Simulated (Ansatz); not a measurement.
# CH3BF2: one species, many methods

An exercise on one series of results from a longer session: the logs are not shown, and one member is left open.

The runs use Ansatz 0.2.0, Gaussian basis; functionals in def2-TZVPP, the program's frozen cores in correlated methods.

Levels to be run: LDA (SPW92), PBE-D4, revPBE-D4, BLYP-D4, r2SCAN-D4, B97M-V, PBE0-D4, B3LYP-D4, r2SCANh-D4, r2SCAN0-D4, HSE06-D4, BHLYP-D4, CAM-B3LYP-D4, LC-ωPBE, ωB97X-V, ωB97M-V, B2PLYP, PBE-QIDH; CCSD(T)/def2-SVP; CCSD(T)/def2-TZVPP; MP2/def2-QZVPP; extrapolation to the limit; RPA on PBE.

## Structure used throughout

An earlier PBE0-D4 in a triple-zeta def2 set relaxation fixed the geometry.

SMILES `BC(F)F`, 7 atoms, charge 0, spin multiplicity 1.

Atoms are counted from 1 here; the program's logs count them from 0.

Bond lengths: B1–C2 1.576 Å, B1–H5 1.191 Å, B1–H6 1.191 Å, C2–F3 1.364 Å, C2–F4 1.364 Å, C2–H7 1.108 Å. Angles: C2–B1–H5 118.9°, C2–B1–H6 118.9°, H5–B1–H6 121.9°, B1–C2–F3 114.0°, B1–C2–F4 114.0°, B1–C2–H7 107.5°, F3–C2–F4 107.0°, F3–C2–H7 106.9°, F4–C2–H7 106.9°.

Set-up of the first run:

Contents of in.yaml:

```yaml
crystal:
  periodic: [false, false, false]
  atoms:
    - {symbol: B, position_ang: [-0.500967, 0.777922, -0.096591]}
    - {symbol: C, position_ang: [0.355868, -0.536788, 0.051122]}
    - {symbol: F, position_ang: [0.631909, -0.878343, 1.342946]}
    - {symbol: F, position_ang: [-0.201334, -1.632702, -0.540676]}
    - {symbol: H, position_ang: [-1.170119, 0.922786, -1.071200]}
    - {symbol: H, position_ang: [-0.381695, 1.638113, 0.718544]}
    - {symbol: H, position_ang: [1.327537, -0.359088, -0.449844]}
basis:
  gaussian: {orbitals: def2-TZVPP}
hamiltonian: {xc: lda}
output: {orbitals: {seedname: orbitals}}
```

Launch:

```
$ ansatz run in.yaml --threads 2 --pin off --events-out ev --progress --plain --max-ram 4352MiB
```

Steps of the session up to this table: LDA; PBE-D4 (GGA); revPBE-D4 (GGA); BLYP-D4 (GGA); r2SCAN-D4 (meta-GGA); B97M-V (meta-GGA); PBE0-D4 (hybrid); B3LYP-D4 (hybrid); r2SCANh-D4 (hybrid); r2SCAN0-D4 (hybrid); HSE06-D4 (hybrid); BHLYP-D4 (hybrid); CAM-B3LYP-D4 (range-separated); LC-ωPBE (range-separated); ωB97X-V (range-separated); ωB97M-V (range-separated); B2PLYP (double hybrid); PBE-QIDH (double hybrid).

One of the session's tables, all rows but one given; the rest of the session is left out.

It belongs to the step «Orbital energies across the functionals». 

| functional | HOMO (eV) | LUMO (eV) | gap (eV) |
| --- | --- | --- | --- |
| LDA (SPW92) | ? | ? | ? |
| PBE-D4 | -7.38 | -3.49 | 3.89 |
| revPBE-D4 | -7.32 | -3.35 | 3.97 |
| BLYP-D4 | -7.34 | -3.37 | 3.98 |
| r2SCAN-D4 | -7.73 | -3.08 | 4.65 |
| B97M-V | -7.90 | -3.20 | 4.70 |
| PBE0-D4 | -9.06 | -2.43 | 6.63 |
| B3LYP-D4 | -8.86 | -2.70 | 6.16 |
| r2SCANh-D4 | -8.36 | -2.72 | 5.64 |
| r2SCAN0-D4 | -9.30 | -2.19 | 7.11 |
| HSE06-D4 | -8.65 | -2.82 | 5.83 |
| BHLYP-D4 | -10.72 | -1.39 | 9.33 |
| CAM-B3LYP-D4 | -10.60 | -1.35 | 9.25 |
| LC-ωPBE | -11.89 | -0.04 | 11.85 |
| ωB97X-V | -11.56 | -0.16 | 11.40 |
| ωB97M-V | -11.46 | -0.44 | 11.02 |

Q: Estimate the row for LDA (SPW92) from the others.

**Answer.** HOMO (eV): -7.51; LUMO (eV): -3.82; gap (eV): 3.69. In the column «HOMO (eV)» it lies between r2SCAN-D4 (-7.73) and PBE-D4 (-7.38).
